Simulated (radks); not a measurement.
**Ionisation of Ho⁺: one atom, several choices of relativity**

An exercise on one series of results from a longer session: the logs are not shown, and one member is left open.

Method: Kohn-Sham, BLYP, spin-unpolarised, spherical densities. Code: radks (a radial shooting solver on a logarithmic mesh, Libxc functionals) version 1.

## The system

- element: holmium (Z = 67)
- charge: +1
- electrons: 66
- configuration: [Xe] 4f11 6s1
- ion: Ho²⁺, [Xe] 4f11
- choices: non-relativistic; scalar-relativistic; Dirac, 2j+1 shares; Dirac, low j first; scalar-relativistic, finite nucleus; Dirac, 2j+1 shares, finite nucleus; Dirac, c × 1.25; Dirac, c × 0.75; Dirac, c × 3

The first run:

Input:

```text
Z 67
configuration [Xe] 4f11 6s1
relativity non-relativistic
functional b88,lyp
spin unpolarised
nucleus point
```

Among the steps run: non-relativistic: Ho⁺.

One table of the session follows, with a row left open; its other results are not shown here.

It belongs to the step «non-relativistic: Ho⁺». Sizes of the orbitals, from the radial functions (bohr):

| level | <r> | outermost maximum (interpolated) | 90 % within | nodes |
| --- | --- | --- | --- | --- |
| 3d | 0.2090 | 0.171 | 0.324 | 0 |
| 4s | 0.5559 | 0.517 | 0.798 | 3 |
| 4p | 0.5678 | 0.521 | 0.825 | 2 |
| 4d | ? | ? | ? | ? |
| 5s | 1.381 | 1.22 | 2.00 | 4 |
| 5p | 1.571 | 1.34 | 2.32 | 3 |
| 4f | 0.8050 | 0.514 | 1.39 | 0 |
| 6s | 3.901 | 3.41 | 5.67 | 5 |

Estimate the missing values for 4d.

The run gave: <r>: 0.5983; outermost maximum (interpolated): 0.524; 90 % within: 0.899; nodes: 1. In the column «<r>» it lies between 4p (0.5678) and 4f (0.8050).

To keep in mind: Spin polarisation and multiplet splitting of open shells are left out at every level.
